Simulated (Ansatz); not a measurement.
AsH6NSi, SMILES [SiH3]N[AsH2], an atomisation energy

With Ansatz 0.2.0, Python API.

Typed at the interpreter:
```pycon
>>> from collections import Counter
>>> import ansatz as az
>>> def single_point(molecule, charge=0, unpaired=0):
...     calc = (
...         molecule.calculation()
...         .basis(gaussian='6-31G*')
...         .correlation('ccsd_t')
...     )
...     if charge:
...         calc = calc.charge(charge)
...     if unpaired:
...         calc = calc.spin('collinear', total=unpaired)
...     return calc.run().report['free_energy_ev']
...
>>> ash6nsi = (
...     az.Crystal.molecule()
...     .atom('Si', (-0.4778, 0.6158, -0.6773))
...     .atom('N', (1.0232, 0.4322, 0.181))
...     .atom('As', (0.8309, -1.0119, 1.4042))
...     .atom('H', (-0.8042, -0.5564, -1.4217))
...     .atom('H', (-0.3828, 1.7547, -1.6708))
...     .atom('H', (-1.5922, 1.0133, 0.2652))
...     .atom('H', (1.7603, 0.1481, -0.5268))
...     .atom('H', (-0.455, -0.4869, 2.0015))
...     .atom('H', (0.186, -1.9551, 0.4277))
... )
>>> # Hund ground states
>>> unpaired = {'Si': 2, 'N': 3, 'As': 3, 'H': 1}
>>> counts = Counter(site.symbol for site in ash6nsi.cartesian_sites)
>>> atom_energy = {s: single_point(az.Crystal.molecule().atom(s, (0, 0, 0)), 0, unpaired[s]) for s in counts}

>>> whole = single_point(ash6nsi, 0, 0)
>>> for s, e in atom_energy.items():
...     print(f'{s:2s} x{counts[s]}  {e:14.5f} eV')
...
Si x1     -7861.07413 eV
N  x1     -1482.30770 eV
As x1    -60793.62486 eV
H  x6       -13.55761 eV
>>> print(f'AsH6NSi: {whole:.5f} eV')
AsH6NSi: -70240.52995 eV
>>> split = sum(counts[s] * e for s, e in atom_energy.items()) - whole
>>> print(f'atomisation energy (no zero-point term): {split:.3f} eV, {split / sum(counts.values()):.3f} eV an atom')
atomisation energy (no zero-point term): 22.178 eV, 2.464 eV an atom
```

22.178 eV from the electronic energies, without the zero-point term.

Caveats:
- The settings weren't tested for convergence.
- The geometry is a force-field or estimated start, not a minimum of this method, and the basis set is short of its limit. All parts are taken at fixed geometry, without zero-point energy.
- In double-zeta sets correlated atomisation energies come out some 10 to 15 % low.
- Finished in 6.8 s on 1 thread of Arm Neoverse V2, with other jobs on the host, peak memory 0.29 GiB.

(Lines on the test bed's own set-up are left out of the output.)
